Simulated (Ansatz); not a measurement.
# AlSi12O24: the cost of one run

Program: Ansatz 0.2.0. Level of theory: DFT PBE+D3(BJ), plane waves, PAW, scalar-relativistic, collinear spin. These are calculated values, not measurements.

## 1. The starting structure

The cell holds 37 atoms (AlO24Si12): a = 7.303 Å, b = 7.303 Å, c = 9.825 Å, α = 70.35°, β = 70.35°, γ = 71.26°.

The coordinates stand in the first input below.

## 2. Relaxing end A

Contents of input.yaml:

```yaml
crystal:
  lattice:
    - [-2.456195, 4.254255, 5.40385]
    - [4.91239, 0.0, 5.40385]
    - [4.91239, 8.508509, 0.0]
  atoms:
    - { symbol: Si, position: [0.0982833, 0.5683833, 0.9508583] }
    - { symbol: Si, position: [0.4017167, 0.9316167, 0.0341917] }
    - { symbol: Si, position: [0.0, 0.0, 0.26495] }
    - { symbol: O, position: [0.31955, 0.46605, 0.973925] }
    - { symbol: O, position: [0.9330833, 0.5191833, 0.1067083] }
    - { symbol: O, position: [0.9257667, 0.1931667, 0.3301667] }
    - { symbol: O, position: [0.18045, 0.03395, 0.116725] }
    - { symbol: O, position: [0.5669167, 0.9808167, 0.0828417] }
    - { symbol: O, position: [0.5742333, 0.3068333, 0.1396333] }
    - { symbol: Si, position: [0.0982833, 0.5683833, 0.4508583] }
    - { symbol: Si, position: [0.4017167, 0.9316167, 0.5341917] }
    - { symbol: Si, position: [0.0, 0.0, 0.76495] }
    - { symbol: O, position: [0.31955, 0.46605, 0.473925] }
    - { symbol: O, position: [0.9330833, 0.5191833, 0.6067083] }
    - { symbol: O, position: [0.9257667, 0.1931667, 0.8301667] }
    - { symbol: O, position: [0.18045, 0.03395, 0.616725] }
    - { symbol: O, position: [0.5669167, 0.9808167, 0.5828417] }
    - { symbol: O, position: [0.5742333, 0.3068333, 0.6396333] }
    - { symbol: Si, position: [0.5982833, 0.0683833, 0.2008583] }
    - { symbol: Si, position: [0.9017167, 0.4316167, 0.2841917] }
    - { symbol: Si, position: [0.5, 0.5, 0.51495] }
    - { symbol: O, position: [0.81955, 0.96605, 0.223925] }
    - { symbol: O, position: [0.4330833, 0.0191833, 0.3567083] }
    - { symbol: O, position: [0.4257667, 0.6931667, 0.5801667] }
    - { symbol: O, position: [0.68045, 0.53395, 0.366725] }
    - { symbol: O, position: [0.0669167, 0.4808167, 0.3328417] }
    - { symbol: O, position: [0.0742333, 0.8068333, 0.3896333] }
    - { symbol: Si, position: [0.5982833, 0.0683833, 0.7008583] }
    - { symbol: Si, position: [0.9017167, 0.4316167, 0.7841917] }
    - { symbol: Si, position: [0.5, 0.5, 0.01495] }
    - { symbol: O, position: [0.81955, 0.96605, 0.723925] }
    - { symbol: O, position: [0.4330833, 0.0191833, 0.8567083] }
    - { symbol: O, position: [0.4257667, 0.6931667, 0.0801667] }
    - { symbol: O, position: [0.68045, 0.53395, 0.866725] }
    - { symbol: O, position: [0.0669167, 0.4808167, 0.8328417] }
    - { symbol: O, position: [0.0742333, 0.8068333, 0.8896333] }
    - { symbol: Al, position: [-0.0002914, 0.0089271, 0.0151425], spin: 1.0 }
magnetization:
  spin_polarized: true
basis:
  ecutwfc: 420.0
kpoints:
  mp_grid: { grid: [2, 2, 2] }
hamiltonian:
  xc: pbe
  dispersion: d3bj
  pseudopotentials: { kind: paw, azcp: { folder: soft_1 } }
scf:
  occupations: { method: fermi_dirac, width: 0.05 }
  lower_state_search: "off"
relax:
  f_tol: 0.03
  max_steps: 60
  adjacent_minimum: "off"
```

Command:

```bash
> ansatz run input.yaml --threads 4 --pin off --max-ram 10240MiB --backend cpu --events-out ev --progress --plain --runs-dir out
```

Q: Estimate wall time and peak memory on 4 threads of Arm Neoverse V1, shared host.

About 5.8 min, with a peak of 1.9 GiB.
